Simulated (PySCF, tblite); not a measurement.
**Cl3GeHO, a small molecule taken as a stand-in for a surface group: NMR shifts, core binding energies and electronic excitations**

Wanted: the NMR shifts, core binding energies and electronic excitations for `[OH][Ge]([Cl])([Cl])[Cl]`.

Programs: tblite 0.8.0 and PySCF 2.14.0. All values are calculated, for the isolated system unless a continuum is named. Atoms count from 0, parts from 1.

### 1 The system as given

6 atoms, charge 0, multiplicity 1; geometry: distance geometry start.

### 2 Relaxing the cluster with GFN2-xTB

Job settings and geometry (Å):

```
{"job": {"kind": "relax", "xc": "GFN2-xTB", "basis": "xTB"}, "charge": 0, "multiplicity": 1}
Ge    -0.593621     0.275102     0.245934
Cl    -2.311275    -0.885935    -0.581300
Cl     1.310297    -0.694550    -0.402609
Cl    -0.651135     2.350584    -0.501937
O     -0.664907     0.273159     2.089373
H     -1.400840    -0.056876     2.621074
```

Level: GFN2-xTB geometry optimisation, gas phase.

The run is started by

```console
$ OMP_NUM_THREADS=1 python cluster_run.py task.json out
```

One launch serves the whole session: the jobs run in the order shown.

The program printed:

```text
step      E/eV     max force
  0    -552.70654    1.210
  1    -552.76977    1.093
  2    -552.97265    0.580
  3    -552.99595    0.261
  4    -553.00035    0.257
  5    -553.00712    0.214
  6    -553.01317    0.260
  7    -553.01944    0.283
  8    -553.02301    0.187
  9    -553.02493    0.136
 10    -553.02595    0.105
 11    -553.02686    0.128
 12    -553.02786    0.147
 13    -553.02876    0.102
 14    -553.02915    0.043
 15    -553.02924    0.026
 16    -553.02929    0.029
 17    -553.02939    0.043
 18    -553.02956    0.055
 19    -553.02979    0.054
 20    -553.02995    0.035
 21    -553.03002    0.022
 22    -553.03005    0.022
 23    -553.03009    0.023
 24    -553.03021    0.040
 25    -553.03045    0.074
 26    -553.03085    0.112
 27    -553.03137    0.119
 28    -553.03214    0.077
 29    -553.03249    0.126
 30    -553.03250    0.165
 31    -553.03303    0.064
 32    -553.03335    0.060
 33    -553.03413    0.165
 34    -553.03509    0.112
 35    -553.03643    0.436
 36    -553.03977    0.127
 37    -553.04118    0.129
 38    -553.04162    0.159
 39    -553.04195    0.103
 40    -553.04280    0.128
 41    -553.04376    0.092
 42    -553.04417    0.152
 43    -553.04444    0.079
 44    -553.04461    0.028
 45    -553.04464    0.024
 46    -553.04466    0.018
 47    -553.04467    0.013
 48    -553.04468    0.013
 49    -553.04471    0.015
 50    -553.04473    0.016
 51    -553.04474    0.010
 52    -553.04474    0.006
```

It took 0.81 s on 1 thread of Intel Xeon Platinum 8488C, shared host.

Along the way:

```tsv
step	energy from step 0 (eV)	largest force (eV/Å)
0	0.0000	1.2105
2	-0.2661	0.5800
4	-0.2938	0.2571
6	-0.3066	0.2592
8	-0.3165	0.1869
10	-0.3194	0.1045
12	-0.3213	0.1465
14	-0.3226	0.0424
16	-0.3227	0.0295
18	-0.3230	0.0544
20	-0.3234	0.0347
22	-0.3235	0.0216
24	-0.3237	0.0400
26	-0.3243	0.1120
28	-0.3256	0.0769
30	-0.3260	0.1651
32	-0.3268	0.0594
34	-0.3285	0.1119
36	-0.3332	0.1261
38	-0.3351	0.1597
40	-0.3363	0.1280
42	-0.3376	0.1515
44	-0.3381	0.0277
46	-0.3381	0.0181
48	-0.3381	0.0125
50	-0.3382	0.0158
52	-0.3382	0.0060
```

Distances of close pairs at the start and the end, largest changes first:

```tsv
bond	before (Å)	after (Å)	change (Å)
Ge0–Cl2	2.233	2.089	-0.144
Ge0–Cl1	2.232	2.121	-0.111
Ge0–O4	1.845	1.745	-0.100
Ge0–Cl3	2.207	2.121	-0.085
O4–H5	0.966	0.956	-0.010
```

### 3 Relaxing the molecule at PBE0-D3(BJ)/def2-SVP

Job settings and geometry (Å):

```
{"job": {"xc": "PBE0", "basis": "def2-SVP", "d3": "d3bj", "grid": 2, "kind": "geom", "shake": 0.01}, "charge": 0, "multiplicity": 1}
Ge     0.144839    -0.049745    -0.351723
Cl    -1.530223    -1.100425    -1.153246
Cl     1.943258    -0.848294    -0.917532
Cl     0.001274     2.038393    -0.840426
O      0.110252    -0.199342     1.370130
H     -0.648360     0.127407     1.869708
```

The program printed:

```text
step   0  E = -3532.04325774  max force = 0.028563
step   1  E = -3532.04611534  max force = 0.010147
step   2  E = -3532.04665203  max force = 0.005091
step   3  E = -3532.04675520  max force = 0.000452
step   4  E = -3532.04675610  max force = 0.000087
optimisation converged
```

Run time: 27 s. Hardware: 1 thread of Intel Xeon Platinum 8488C, shared host; peak memory 0.51 GiB.

The steps of the relaxation:

```tsv
step	energy from step 0 (eV)	largest force component (eV/Å)
0	0.0000	1.4688
1	-0.0778	0.5218
2	-0.0924	0.2618
3	-0.0952	0.0232
4	-0.0952	0.0045
```

Distances of close pairs at the start and the end, largest changes first:

```tsv
bond	before (Å)	after (Å)	change (Å)
Ge0–Cl2	2.047	2.117	+0.070
Ge0–O4	1.729	1.747	+0.019
Ge0–Cl3	2.149	2.133	-0.016
Ge0–Cl1	2.134	2.133	-0.001
O4–H5	0.965	0.966	+0.000
```

The next job starts from the end point, and lists it.

```tsv
at the end point	value
point group (found at 0.08 Å tolerance)	Cs
rotational constants (GHz, main isotopes)	1.660, 1.626, 1.195
dipole moment (D)	1.63
```

### 4 Nuclear shieldings: PBE0/pcSseg-2

Job settings and geometry (Å):

```
{"job": {"kind": "nmr", "xc": "PBE0", "basis": "pcSseg-2"}, "charge": 0, "multiplicity": 1}
Ge     0.275350    -0.062538    -0.269569
Cl    -1.345589    -1.100958    -1.187497
Cl     2.121515    -0.878768    -0.909013
Cl     0.144070     1.990889    -0.831922
O      0.232494    -0.241129     1.468175
H     -0.576316     0.107851     1.863665
```

Method: GIAO PBE0/pcSseg-2 NMR shielding, non-relativistic, gas phase.

The program printed:

```text
coarse grid: 34016 points
cycle   1  E = -3532.7520706703  dE = -8.721e-02  |g| = 1.364e+00  |ddm| = 2.124e+00
cycle   2  E = -3532.3860560647  dE =  3.660e-01  |g| = 2.074e+00  |ddm| = 1.472e+00
cycle   3  E = -3532.9318403992  dE = -5.458e-01  |g| = 2.366e-01  |ddm| = 1.042e+00
cycle   4  E = -3532.9404714159  dE = -8.631e-03  |g| = 1.313e-01  |ddm| = 1.843e-01
cycle   5  E = -3532.9428355341  dE = -2.364e-03  |g| = 1.921e-02  |ddm| = 6.096e-02
cycle   6  E = -3532.9429088675  dE = -7.333e-05  |g| = 5.632e-03  |ddm| = 1.806e-02
cycle   7  E = -3532.9429155721  dE = -6.705e-06  |g| = 1.405e-03  |ddm| = 4.834e-03
final grid: 64856 points
cycle   8  E = -3532.9429028583  dE =  1.557e-07  |g| = 1.767e-03  |ddm| = 2.690e-03
cycle   9  E = -3532.9429022062  dE =  6.521e-07  |g| = 2.563e-03  |ddm| = 3.220e-03
cycle  10  E = -3532.9429035415  dE = -1.335e-06  |g| = 3.199e-04  |ddm| = 1.824e-03
cycle  11  E = -3532.9429035490  dE = -7.436e-09  |g| = 2.434e-05  |ddm| = 1.247e-04
cycle  12  E = -3532.9429035491  dE = -9.732e-11  |g| = 3.682e-06  |ddm| = 1.767e-05
converged SCF energy = -3532.9429035491

GIAO shielding tensors (ppm)
atom      isotropic    diamagn.    paramagn.     s11        s22        s33       span
  0 Ge    1257.348    2755.741   -1498.393   1238.464   1251.898   1281.682     43.218
  1 Cl     767.964    1147.739    -379.775    631.266    661.073   1011.553    380.286
  2 Cl     802.233    1147.159    -344.925    674.599    706.105   1025.996    351.397
  3 Cl     767.923    1147.673    -379.750    631.151    660.918   1011.700    380.549
  4 O      220.505     381.608    -161.103    171.395    212.359    277.762    106.367
  5 H       28.907      30.434      -1.527     20.995     23.626     42.099     21.104
```

Run time: 33 s. Hardware: 1 thread of Intel Xeon Platinum 8488C, shared host; peak memory 1.1 GiB.

Shifts follow as δ = σ(reference) − σ, with reference shieldings (ppm) from runs at the same level and on the same kind of geometry: 1H TMS 31.25, 17O H2O 328.2, 73Ge GeMe4 1337, 35Cl HCl 941. The references are single molecules in the gas phase, so shifts against H2O, NH3, PH3, H3PO4 or CFCl3 are not on the usual liquid scales and can be off by tens of ppm. Atoms listed in one row are averaged.

```tsv
atoms	environment	σ (ppm)	δ (ppm)
H5	hydrogen on an oxygen bonded to Ge	28.91	2.34
Ge0	germanium bonded to 3 Cl, O	1257	80
Cl1, Cl3	chlorine bonded to Ge	768	173
Cl2	chlorine bonded to Ge	802	139
O4	oxygen bonded to Ge, H	220.5	107.6
```

The run also stored atomic charges by several schemes (e):

```tsv
atoms	Mulliken	IAO	Hirshfeld	ESP fit
Ge0	0.79	1.17	0.47	0.21
Cl1, Cl3	-0.20	-0.28	-0.12	-0.07
Cl2	-0.18	-0.25	-0.10	-0.01
O4	-0.45	-0.74	-0.31	-0.45
```

Mayer bond orders: Ge0–Cl1 1.10, Ge0–Cl2 1.15, Ge0–Cl3 1.10, Ge0–O4 1.07.

The fields below are evaluated on a grid from the run's orbitals.

Frontier orbitals at PBE0/pcSseg-2, with the share of their density that lies nearest to each atom:

```tsv
orbital	energy (eV)	lies on
HOMO	-9.55	Cl1, Cl3 about 37 % each; Cl2 25 %
LUMO	-1.87	Ge0 32 %; Cl1, Cl2, Cl3 about 19 % each; O4 8 %
```

ELF in a plane through or near 4 of the atoms.

Ten even steps from '0' (0.00) to '9' (0.98):
```
0000000000000000000000000000
0000000000000000000000000000
0000001233320000000000000000
0000024577753000000000000000
0000257889975100022200000000
0002478513785101476520000000
0003688364475114798731000000
0003689723763136736742000000
0002478887622326815886200000
0000144554245633778998400000
0000011122156631457998400000
0000000001113311112454100000
0000000000122111000000000000
0000000000001110000000000000
0000000000000000000000000000
0000000000000000000000000000
0000000000000000000000000000
0000000000000000000000000000
0000000000000000000000000000
0000000000000000000000000000
```
The map spans 9.1 Å across and 8.2 Å up, centred on the molecule. Atoms in the plane (x, y in Å): Ge0 (-0.3, 0.0), Cl2 (-1.8, 1.5), O4 (1.2, 0.8), H5 (2.0, 0.2).

log10 of the density (e/Å³) in the same plane.

Values, 10 rows by 14 columns:
```
-4.0 -4.0 -3.9 -3.4 -3.1 -3.2 -3.5 -4.0 -4.0 -4.0 -4.0 -4.0 -4.0 -4.0
-4.0 -3.4 -2.7 -1.9 -1.6 -1.7 -2.3 -3.0 -3.3 -3.4 -3.7 -4.0 -4.0 -4.0
-3.7 -2.6 -1.6 -0.6  0.0 -0.3 -1.2 -2.0 -1.8 -1.7 -2.3 -3.0 -4.0 -4.0
-3.4 -2.2 -1.1  0.1  2.2  0.3 -0.6 -0.9 -0.1  0.0 -1.1 -2.1 -3.4 -4.0
-3.6 -2.4 -1.5 -0.6 -0.1 -0.1  0.4  0.0  0.5  0.7 -0.3 -1.5 -3.0 -4.0
-3.5 -3.0 -2.3 -1.6 -1.0 -0.4  2.1  0.7 -0.3 -0.3 -0.6 -1.6 -3.0 -4.0
-3.7 -3.8 -3.2 -2.4 -1.6 -1.0 -0.5 -0.8 -1.3 -1.8 -2.1 -2.7 -3.8 -4.0
-4.0 -3.9 -3.8 -2.8 -2.0 -1.6 -1.3 -1.5 -2.0 -2.7 -3.5 -4.0 -4.0 -4.0
-3.9 -3.8 -3.8 -3.4 -2.7 -2.4 -2.2 -2.4 -2.7 -3.4 -4.0 -4.0 -4.0 -4.0
-3.9 -4.0 -4.0 -4.0 -3.8 -3.4 -3.3 -3.4 -3.8 -4.0 -4.0 -4.0 -4.0 -4.0
```
The map spans 9.1 Å across and 8.2 Å up, centred on the molecule. Atoms in the plane (x, y in Å): Ge0 (-0.3, 0.0), Cl2 (-1.8, 1.5), O4 (1.2, 0.8), H5 (2.0, 0.2).

On the surface of density 0.002 e/bohr³ the electrostatic potential runs, from the 1st to the 99th percentile, from -0.86 V near O4 to 2.76 V near H5.

### 5 Core-electron binding energies: SCAN, X2C

The job, as its differences from that of step 4:

```diff
@@ -1,2 +1,2 @@
-{"job": {"kind": "nmr", "xc": "PBE0", "basis": "pcSseg-2"}, "charge": 0, "multiplicity": 1}
+{"job": {"kind": "xps", "holes": 5}, "charge": 0, "multiplicity": 1}
 Ge     0.275350    -0.062538    -0.269569
```

Method: delta-SCF UKS SCAN, pcX-2 on the ionised atom, pcseg-1 elsewhere, spin-free X2C.

The program printed:

```text
ground state, core basis on atom 1 (Cl), 142 functions
  cycle   1  E = -3554.47733077  |g| = 7.73e-01
  cycle   2  E = -3554.05356310  |g| = 1.60e+00
  cycle   3  E = -3554.59337933  |g| = 2.25e-01
  cycle   4  E = -3554.60459641  |g| = 9.55e-02
  cycle   5  E = -3554.60650790  |g| = 2.66e-02
  cycle   6  E = -3554.60668975  |g| = 5.66e-03
  cycle   7  E = -3554.60670118  |g| = 1.31e-03
  cycle   8  E = -3554.60670402  |g| = 6.17e-04
  cycle   9  E = -3554.60670332  |g| = 1.18e-04
  E(ground) = -3554.73651685 Eh
hole in Cl 2p of atom 1
  cycle   1  E = -3546.51531768  |g| = 1.70e+00
  cycle   2  E = -3546.44112974  |g| = 1.32e+00
  cycle   3  E = -3546.86437303  |g| = 4.85e-01
  cycle   4  E = -3546.96698387  |g| = 2.34e-01
  cycle   5  E = -3546.98392037  |g| = 9.81e-02
  cycle   6  E = -3546.98853604  |g| = 3.74e-02
  cycle   7  E = -3546.98925487  |g| = 8.22e-03
  cycle   8  E = -3546.98928996  |g| = 1.77e-03
  cycle   9  E = -3546.98929048  |g| = 2.98e-04
  E(ion) = -3547.12686575 Eh   <S^2> = 0.7523   hole on atom = 1.001   binding energy = 207.069 eV
  2p3/2 = 206.481 eV   2p1/2 = 208.135 eV
ground state, core basis on atom 2 (Cl), 142 functions
  cycle   1  E = -3554.60599621  |g| = 4.85e-01
  cycle   2  E = -3554.60610798  |g| = 4.91e-02
  cycle   3  E = -3554.60589174  |g| = 4.71e-02
  cycle   4  E = -3554.60638708  |g| = 1.39e-02
  cycle   5  E = -3554.60644322  |g| = 4.23e-03
  cycle   6  E = -3554.60644449  |g| = 1.25e-03
  cycle   7  E = -3554.60644643  |g| = 1.34e-04
  E(ground) = -3554.73685001 Eh
hole in Cl 2p of atom 2
  cycle   1  E = -3546.51223028  |g| = 1.71e+00
  cycle   2  E = -3546.44919040  |g| = 1.30e+00
  cycle   3  E = -3546.88839321  |g| = 3.75e-01
  cycle   4  E = -3546.96134579  |g| = 1.96e-01
  cycle   5  E = -3546.98272845  |g| = 6.23e-02
  cycle   6  E = -3546.98415425  |g| = 3.27e-02
  cycle   7  E = -3546.98451586  |g| = 1.10e-02
  cycle   8  E = -3546.98457337  |g| = 2.02e-03
  cycle   9  E = -3546.98457504  |g| = 2.89e-04
  E(ion) = -3547.12253706 Eh   <S^2> = 0.7522   hole on atom = 1.001   binding energy = 207.196 eV
  2p3/2 = 206.600 eV   2p1/2 = 208.255 eV
ground state, core basis on atom 4 (O), 131 functions
  cycle   1  E = -3554.45339997  |g| = 1.03e-01
  cycle   2  E = -3554.45194660  |g| = 1.02e-01
  cycle   3  E = -3554.45315441  |g| = 6.46e-02
  cycle   4  E = -3554.45390816  |g| = 7.29e-03
  cycle   5  E = -3554.45392260  |g| = 1.90e-03
  cycle   6  E = -3554.45392100  |g| = 2.67e-04
  E(ground) = -3554.59766085 Eh
hole in O 1s of atom 4
  cycle   1  E = -3533.80318958  |g| = 2.22e+00
  cycle   2  E = -3532.43201988  |g| = 2.48e+00
  cycle   3  E = -3534.38585101  |g| = 6.71e-01
  cycle   4  E = -3534.51010045  |g| = 4.58e-01
  cycle   5  E = -3534.62786901  |g| = 1.21e-01
  cycle   6  E = -3534.63490364  |g| = 2.23e-02
  cycle   7  E = -3534.63517294  |g| = 6.67e-03
  cycle   8  E = -3534.63519934  |g| = 2.80e-03
  cycle   9  E = -3534.63520427  |g| = 1.88e-03
  cycle  10  E = -3534.63520510  |g| = 3.86e-04
  E(ion) = -3534.77832419 Eh   <S^2> = 0.7630   hole on atom = 1.000   binding energy = 539.312 eV
```

Run time: 12 s. Hardware: 1 thread of Intel Xeon Platinum 8488C, shared host; peak memory 0.45 GiB.

The holes in one table. −ε is the ground-state orbital energy:

```tsv
hole	stands for	environment	ΔSCF (eV; 2p as the shell's mean)	−ε (eV)	⟨S²⟩
Cl2p on Cl1	Cl1, Cl3	chlorine bonded to Ge	207.03	194.2	0.752
Cl2p on Cl2	Cl2	chlorine bonded to Ge	207.15	194.2	0.752
O1s on O4	O4	oxygen bonded to Ge, H	539.31	517.9	0.763
```

Each hole run stands for the others of its class of like atoms.

With the spin-orbit splitting: Cl1 2p3/2 206.48, 2p1/2 208.13 eV; Cl2 2p3/2 206.60, 2p1/2 208.25 eV. The table gives each 2p level as the mean over the whole 2p shell (two parts 2p3/2, one part 2p1/2), which differs a little from the single hole in the log.

### 6 TDDFT and polarisability: CAM-B3LYP/def2-SVPD

The job, as its differences from that of step 5:

```diff
@@ -1,2 +1,2 @@
-{"job": {"kind": "xps", "holes": 5}, "charge": 0, "multiplicity": 1}
+{"job": {"kind": "uv", "xc": "CAM-B3LYP", "basis": "def2-SVPD", "nstates": 6, "ntriplets": 2, "ip": true}, "charge": 0, "multiplicity": 1}
 Ge     0.275350    -0.062538    -0.269569
```

With the program's defaults for keys left out, this is: TDDFT CAM-B3LYP/def2-SVPD, vertical, gas phase, core orbitals frozen in the response.

The program printed:

```text
coarse grid: 34016 points
cycle   1  E = -3532.8352127528  dE = -5.165e-02  |g| = 9.036e-01  |ddm| = 3.130e+00
cycle   2  E = -3532.7164763596  dE =  1.187e-01  |g| = 1.256e+00  |ddm| = 2.388e+00
cycle   3  E = -3532.9927828399  dE = -2.763e-01  |g| = 1.007e-01  |ddm| = 1.301e+00
cycle   4  E = -3532.9946945243  dE = -1.912e-03  |g| = 4.559e-02  |ddm| = 1.553e-01
cycle   5  E = -3532.9950762139  dE = -3.817e-04  |g| = 5.697e-03  |ddm| = 4.116e-02
cycle   6  E = -3532.9950837838  dE = -7.570e-06  |g| = 1.679e-03  |ddm| = 9.575e-03
final grid: 64856 points
cycle   7  E = -3532.9950398151  dE = -4.239e-07  |g| = 1.399e-03  |ddm| = 3.321e-03
cycle   8  E = -3532.9950397682  dE =  4.692e-08  |g| = 1.486e-03  |ddm| = 2.358e-03
cycle   9  E = -3532.9950401130  dE = -3.448e-07  |g| = 2.608e-04  |ddm| = 1.273e-03
cycle  10  E = -3532.9950401252  dE = -1.229e-08  |g| = 2.449e-05  |ddm| = 2.394e-04
cycle  11  E = -3532.9950401256  dE = -3.256e-10  |g| = 1.240e-05  |ddm| = 6.450e-05
converged SCF energy = -3532.9950401256

Static polarisability (au): isotropic 73.012, principal 65.182 76.622 77.231

Singlet excitations
state   eV       nm        f      main configurations
  1   6.3425    195.5   0.00034   H->L 0.94
  2   6.4469    192.3   0.00298   H-1->L 0.94
  3   6.6157    187.4   0.02266   H-2->L 0.91
  4   7.0647    175.5   0.05035   H-4->L 0.58, H-5->L 0.30
  5   7.0690    175.4   0.05254   H-3->L 0.70, H-6->L 0.20
  6   7.1012    174.6   0.04480   H-5->L 0.59, H-4->L 0.31

Triplet excitations (Tamm-Dancoff, eV): 5.8886 5.9948
Vertical ionisation energy (delta-SCF) = 11.9581 eV
Vertical electron affinity (delta-SCF) = 0.3535 eV
```

Run time: 1.8 min. Hardware: 1 thread of Intel Xeon Platinum 8488C, shared host; peak memory 0.74 GiB.

The orbitals next to the gap, with their largest atomic shares:

```tsv
orbital	eV	atoms
HOMO−3	-11.58	Cl2 33 %, Cl3 21 %, Cl1 20 %
HOMO−2	-11.21	Cl2 49 %, Cl3 22 %, Cl1 22 %
HOMO−1	-11.09	Cl1 35 %, Cl3 35 %, O4 15 %
HOMO	-10.97	Cl3 36 %, Cl1 36 %, Cl2 27 %
LUMO	-1.06	Ge0 25 %, Cl1 21 %, Cl3 21 %
LUMO+1	0.55	Ge0 29 %, O4 22 %, H5 14 %
LUMO+2	1.31	Cl2 40 %, Ge0 23 %, Cl3 14 %
```

With each of the 6 states as a Gaussian band of 0.4 eV half-width at 1/e, the curve within the window shown has maxima at 176 nm (ε 6,200) L/(mol cm). Beyond the last state computed it falls off for lack of states. The curve at chosen wavelengths:

nm, ε (L/mol/cm) and a bar:
```
      168       3125 ###############
      170       4257 ####################
      172       5267 #########################
      174       5966 #############################
      176       6237 ##############################
      178       6071 #############################
      180       5553 ###########################
      181       5205 #########################
      183       4423 #####################
      185       3627 #################
      187       2900 ##############
      189       2281 ###########
      191       1773 ########
      193       1366 #######
      195       1041 #####
      197        781 ####
      199        576 ###
      201        416 ##
      203        293 #
      204        244 #
      206        165 #
      208        109 
      210         70 
      212         44 
      214         27 
      216         16
```

Further results of this job:

```tsv
property	computed
dipole moment (D)	1.45
polarisability (Å³)	10.82
HOMO–LUMO gap (eV)	9.91
−ε(HOMO) (eV)	10.97
```

### 7 Summary of results

| quantity | value |
| --- | --- |
| point group | Cs |
| rotational constants (main isotopes) | 1.66, 1.63, 1.20 GHz |
| 1H shifts against TMS (PBE0/pcSseg-2) | 2.34 ppm |
| 73Ge shifts against GeMe4 (PBE0/pcSseg-2) | 80 ppm |
| 35Cl shifts against HCl (PBE0/pcSseg-2, means over atoms taken as alike) | 173, 139 ppm |
| 17O shifts against H2O (PBE0/pcSseg-2) | 107.6 ppm |
| surface potential, 1st and 99th percentile | -0.86 V and 2.76 V |
| Cl2p binding energies, SCAN/pcX-2 | Cl2 207.15, Cl1 207.03 eV |
| O1s binding energies, SCAN/pcX-2 | O4 539.31 eV |
| lowest singlet (CAM-B3LYP/def2-SVPD) | 6.34 eV (195 nm), f = 0.000 |
| brightest single state of those computed | state 5, 7.07 eV, f = 0.053 |
| lowest triplet | 5.89 eV |
| vertical ionisation energy (ΔSCF) | 11.96 eV |
| vertical electron affinity (ΔSCF) | 0.35 eV |

**Reading.** Over 4 steps the energy fell by 0.095 eV; of the close pairs, Ge0–Cl2 changed most, 2.047 to 2.117 Å (PBE0/def2-SVP). At PBE0/pcSseg-2: Shielding is most anisotropic at Cl1, Cl3 (span 380 ppm, paramagnetic term -380 ppm). At PBE0/pcSseg-2, counted by nearest atom on the grid, the HOMO lies on Cl1, Cl3 about 37 % each; Cl2 25 %, the LUMO on Ge0 32 %; Cl1, Cl2, Cl3 about 19 % each. The Cl2p levels kept as sound span 0.12 eV, from Cl1 (chlorine bonded to Ge) up to Cl2 (chlorine bonded to Ge). The first singlet state (HOMO→LUMO 0.94) lies at 6.34 eV and is dark; of the 6 states computed, the strongest absorption comes from states 4 to 5 together at 7.07 eV (the last state computed is bright too, and its partners may lie past the list). The lowest triplet lies 0.45 eV below the lowest singlet (triplets in Tamm-Dancoff, singlets in full TDDFT). The orbital energy would give 10.97 eV for ionisation, ΔSCF gives 11.96 eV. Spin-orbit coupling is left out, which matters for shieldings and couplings at and beside the heavy atoms.
